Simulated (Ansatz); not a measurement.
**AlAsFH₃ (SMILES [F][AlH][AsH2]): functionals against CCSD(T) at one geometry**

An exercise on one series of results from a longer session: the logs are not shown, and one member is left open.

The runs use Ansatz 0.2.0, Gaussian basis; single points in def2-TZVPP.

Correlated methods freeze the cores. Filled d shells of the heavier atoms are correlated.

### Where the work starts

SMILES `[F][AlH][AsH2]`, 6 atoms, charge 0, spin multiplicity 1.

Atoms are counted from 1 here; the program's logs count them from 0.

Bond lengths: F1–Al2 1.651 Å, Al2–As3 2.409 Å, Al2–H4 1.549 Å, As3–H5 1.650 Å, As3–H6 1.682 Å. Angles: F1–Al2–As3 119.9°, F1–Al2–H4 110.5°, As3–Al2–H4 129.5°, Al2–As3–H5 81.2°, Al2–As3–H6 81.2°, H5–As3–H6 85.0°.

As a file:

```xyz
6
AlAsFH3
F    -0.4259   -1.6328    1.2217
Al   -0.4689   -0.7497   -0.1722
As   -0.1844    1.6409   -0.0875
H    -0.7845   -1.6624   -1.3837
H     1.3033    1.2313   -0.6715
H     0.4610    1.2525    1.4159
```

Set-up of the first run:

Contents of run/in.yaml:

```yaml
crystal:
  periodic: [false, false, false]
  atoms:
    - {symbol: F, position_ang: [-0.425900, -1.632800, 1.221700]}
    - {symbol: Al, position_ang: [-0.468900, -0.749700, -0.172200]}
    - {symbol: As, position_ang: [-0.184400, 1.640900, -0.087500]}
    - {symbol: H, position_ang: [-0.784500, -1.662400, -1.383700]}
    - {symbol: H, position_ang: [1.303300, 1.231300, -0.671500]}
    - {symbol: H, position_ang: [0.461000, 1.252500, 1.415900]}
basis:
  gaussian: {orbitals: def2-TZVPP}
correlation: {method: ccsd_t}
output: {forces: true}
```

The command line of these runs was not kept.

Among the steps run: CCSD(T)/def2-TZVPP; PBE0-D4/def2-TZVPP; wB97M-V/def2-TZVPP; r2SCAN-D4/def2-TZVPP; PBE-D4/def2-TZVPP; CAM-B3LYP-D4/def2-TZVPP; BHLYP-D4/def2-TZVPP.

One table of the session follows, with a row left open; its other results are not shown here.

```
      method  RMS force component (eV/Å)  angle to CCSD(T) forces (°)  dipole (D)
     CCSD(T)                       0.887                    reference        1.47
     PBE0-D4                       0.883                          2.1        1.55
     wB97M-V                       0.920                          3.3        1.53
   r2SCAN-D4                       0.873                          1.6        1.45
      PBE-D4                           ?                            ?           ?
CAM-B3LYP-D4                       0.936                          3.3        1.56
    BHLYP-D4                       0.994                          8.3        1.64
```

Estimate the missing values for PBE-D4.

The run gave: RMS force component (eV/Å): 0.772; angle to CCSD(T) forces (°): 11.9; dipole (D): 1.52. In the column «RMS force component (eV/Å)» it is the lowest.
